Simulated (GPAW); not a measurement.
Runs of GPAW 26.7.0 on Ba2Tl5V3O12. Symmetry: R-3m, No. 166, trigonal system. Conventional cell: a = 8.474 Å, b = 8.474 Å, c = 18.385 Å, α = 90.00°, β = 90.00°, γ = 120.00°. Ba (site symmetry -3m) is surrounded by 12 O at 3.23 Å. Ba (site symmetry -3m) has 12 O at 3.22 Å as nearest neighbours. V (site symmetry 2/m) has 4 O at 1.82 Å as nearest neighbours. Tl (site symmetry 2/m) has 4 O at 2.36 Å as nearest neighbours. Around Tl (site symmetry 3m) lie 3 V at 2.80 Å and 6 O at 2.84 Å and 3 Tl at 2.98 Å. O (site symmetry 1) is surrounded by 1 V at 1.82 Å. The cell was built by a generator and needn't be a form met in nature.

| level | potentials or basis | eigensolver | pressure (GPa) | moment (μB) | largest force (eV/Å) |
| --- | --- | --- | --- | --- | --- |
| BLYP | PAW data sets generated in the run's folder for this functional, pw | davidson | 3.3 | 1.14 | 0.15 |
| AM05 | PAW data sets generated in the run's folder for this functional, pw | - | (a) | 0.95 | 0.15 |
| PBEsol | PAW data sets generated in the run's folder for this functional, pw | - | -4.0 | 1.05 | (b) |
| LDA | the program's PAW data sets (release 1.2.1) made for this functional, pw | - | -8.0 | 0.56 | 0.49 |

Alike in all rows: task band structure; spin collinear, ferromagnetic start; cell as given; k mesh 3 × 3 × 3; cutoff (eV) 800; smearing fermi-dirac 0.05 eV.

**Question.** Fill in the values left out.

**Answer.** (a) -3.1; (b) 0.14.

Runs at the PBE level aren't shown here.
